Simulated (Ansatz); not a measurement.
# C3H5ClGe: up Jacob's ladder to CCSD(T)

An exercise on one series of results from a longer session: the logs are not shown, and one member is left open.

Method: functionals in def2-TZVPP, the program's frozen cores in correlated methods; program: Ansatz 0.2.0, Gaussian basis.

The runs, in order: PBE-D4, r2SCAN-D4, PBE0-D4, B3LYP-D4, ωB97X-V, ωB97M-V, B2PLYP; CCSD(T)/def2-TZVPP; MP2/def2-QZVPP; extrapolation to the limit.

## Structure used throughout

All runs share one geometry, relaxed beforehand with PBE0-D4 in a triple-zeta def2 set.

10 atoms, charge 0, spin multiplicity 1.

Atoms are counted from 1 here; the program's logs count them from 0.

Bond lengths: C1–C2 1.205 Å, C1–H6 1.066 Å, C2–Ge3 1.897 Å, Ge3–C4 1.964 Å, Ge3–H7 1.538 Å, Ge3–H8 1.532 Å, C4–Cl5 1.777 Å, C4–H9 1.089 Å, C4–H10 1.089 Å. Angles: C2–C1–H6 179.8°, C1–C2–Ge3 179.2°, C2–Ge3–C4 108.4°, C2–Ge3–H7 108.7°, C2–Ge3–H8 109.5°, C4–Ge3–H7 109.3°, C4–Ge3–H8 109.8°, H7–Ge3–H8 111.0°, Ge3–C4–Cl5 111.0°, Ge3–C4–H9 110.6°, Ge3–C4–H10 110.4°, Cl5–C4–H9 107.9°, Cl5–C4–H10 107.9°, H9–C4–H10 109.0°.

The first run:

The input, in.yaml:

```yaml
crystal:
  periodic: [false, false, false]
  atoms:
    - {symbol: C, position_ang: [-2.550528, -0.713405, 0.069167]}
    - {symbol: C, position_ang: [-1.355554, -0.690926, 0.221075]}
    - {symbol: Ge, position_ang: [0.527855, -0.640331, 0.440430]}
    - {symbol: C, position_ang: [1.223808, 0.914033, -0.537347]}
    - {symbol: Cl, position_ang: [0.642632, 2.432112, 0.181784]}
    - {symbol: H, position_ang: [-3.608201, -0.730976, -0.062197]}
    - {symbol: H, position_ang: [1.128946, -1.924987, -0.153361]}
    - {symbol: H, position_ang: [0.865769, -0.511946, 1.929320]}
    - {symbol: H, position_ang: [2.312863, 0.926600, -0.510470]}
    - {symbol: H, position_ang: [0.895713, 0.888525, -1.575500]}
basis:
  gaussian: {orbitals: def2-TZVPP}
hamiltonian: {xc: pbe, dispersion: d4}
output: {forces: true, orbitals: {seedname: orbitals}}
```

Launch:

```bash
> ansatz run in.yaml --threads 4 --pin off --events-out ev --progress --plain --max-ram 10444MiB
```

Among the steps run: PBE-D4 (GGA); r2SCAN-D4 (meta-GGA); PBE0-D4 (hybrid); B3LYP-D4 (hybrid); ωB97X-V (range-separated); ωB97M-V (range-separated); B2PLYP (double hybrid); CCSD(T) in def2-TZVPP; MP2 in def2-QZVPP.

One of the session's tables, all rows but one given; the rest of the session is left out.

| method | atomisation energy (kcal/mol) |
| --- | --- |
| PBE-D4 | 885.7 |
| r2SCAN-D4 | 869.2 |
| PBE0-D4 | 870.3 |
| B3LYP-D4 | ? |
| ωB97X-V | 868.0 |
| ωB97M-V | 866.8 |
| B2PLYP | 857.8 |
| HF/def2-TZVPP | 627.0 |
| MP2/def2-TZVPP | 866.5 |
| CCSD/def2-TZVPP | 833.3 |
| CCSD(T)/def2-TZVPP | 849.3 |
| MP2/CBS | 886.2 |
| CCSD(T)/CBS | 869.0 |

Q: Estimate the row for B3LYP-D4 from the others.

The run gave: atomisation energy (kcal/mol): 862.4. In the column «atomisation energy (kcal/mol)» it lies between B2PLYP (857.8) and MP2/def2-TZVPP (866.5).

Limits of these values: Free atoms (3 C, 1 Ge, 1 Cl, 5 H) were run apart at each level; the atomisation energy is their sum less the molecule, without zero-point or spin-orbit terms.
